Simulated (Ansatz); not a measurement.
# CH6AlBOS: a ladder of functionals and wavefunction methods

One table from this session's results is given with a row withheld; the runs are named, their logs left out.

Method: functionals in def2-TZVPP, the program's frozen cores in correlated methods; program: Ansatz 0.2.0, Gaussian basis.

The runs, in order: PBE-D4, r2SCAN-D4, PBE0-D4, B3LYP-D4, ωB97X-V, ωB97M-V, B2PLYP; CCSD(T)/def2-TZVPP; MP2/def2-QZVPP; extrapolation to the limit.

**The relaxed structure**

All runs share one geometry, relaxed beforehand with PBE0-D4 in a triple-zeta def2 set.

11 atoms, charge 0, spin multiplicity 1.

Atoms are counted from 1 here; the program's logs count them from 0.

Bond lengths: C1–O2 1.395 Å, C1–H6 1.096 Å, C1–H7 1.095 Å, C1–H8 1.099 Å, O2–Al3 1.693 Å, Al3–B4 2.122 Å, Al3–H9 1.584 Å, B4–S5 1.767 Å, B4–H10 1.198 Å, S5–H11 1.347 Å. Angles: O2–C1–H6 110.3°, O2–C1–H7 110.2°, O2–C1–H8 112.8°, H6–C1–H7 107.6°, H6–C1–H8 108.0°, H7–C1–H8 107.8°, C1–O2–Al3 135.0°, O2–Al3–B4 118.7°, O2–Al3–H9 114.4°, B4–Al3–H9 126.9°, Al3–B4–S5 123.7°, Al3–B4–H10 125.8°, S5–B4–H10 110.5°, B4–S5–H11 101.8°.

The first run:

in.yaml reads:

```yaml
crystal:
  periodic: [false, false, false]
  atoms:
    - {symbol: C, position_ang: [-1.266206, -1.046829, 0.843261]}
    - {symbol: O, position_ang: [-0.000133, -0.686283, 1.304697]}
    - {symbol: Al, position_ang: [1.189571, 0.408717, 0.802033]}
    - {symbol: B, position_ang: [0.893596, 1.472097, -1.010403]}
    - {symbol: S, position_ang: [0.374280, 0.713086, -2.519196]}
    - {symbol: H, position_ang: [-1.277350, -2.102845, 0.550840]}
    - {symbol: H, position_ang: [-2.009103, -0.914592, 1.636932]}
    - {symbol: H, position_ang: [-1.589029, -0.451190, -0.021457]}
    - {symbol: H, position_ang: [2.458678, 0.475257, 1.747236]}
    - {symbol: H, position_ang: [1.067166, 2.646680, -1.170034]}
    - {symbol: H, position_ang: [0.223829, -0.571095, -2.143108]}
basis:
  gaussian: {orbitals: def2-TZVPP}
hamiltonian: {xc: pbe, dispersion: d4}
output: {forces: true, orbitals: {seedname: orbitals}}
```

Run with:

```bash
ansatz run in.yaml --threads 4 --pin off --events-out ev --progress --plain --max-ram 10444MiB
```

Among the steps run: PBE-D4 (GGA); r2SCAN-D4 (meta-GGA); PBE0-D4 (hybrid); B3LYP-D4 (hybrid); ωB97X-V (range-separated); ωB97M-V (range-separated); B2PLYP (double hybrid); CCSD(T) in def2-TZVPP; MP2 in def2-QZVPP.

One of the session's tables, all rows but one given; the rest of the session is left out.

| method | atomisation energy (eV) |
| --- | --- |
| PBE-D4 | 39.812 |
| r2SCAN-D4 | 39.498 |
| PBE0-D4 | 39.185 |
| B3LYP-D4 | 39.213 |
| ωB97X-V | 39.396 |
| ωB97M-V | 39.399 |
| B2PLYP | ? |
| HF/def2-TZVPP | 28.953 |
| MP2/def2-TZVPP | 38.779 |
| CCSD/def2-TZVPP | 37.627 |
| CCSD(T)/def2-TZVPP | 38.197 |
| MP2/CBS | 39.781 |
| CCSD(T)/CBS | 39.198 |

Estimate the missing values for B2PLYP.

**Answer.** atomisation energy (eV): 38.780. In the column «atomisation energy (eV)» it lies between MP2/def2-TZVPP (38.779) and PBE0-D4 (39.185).

To keep in mind: Free atoms (1 C, 1 O, 1 Al, 1 B, 1 S, 6 H) were run apart at each level; the atomisation energy is their sum less the molecule, without zero-point or spin-orbit terms.
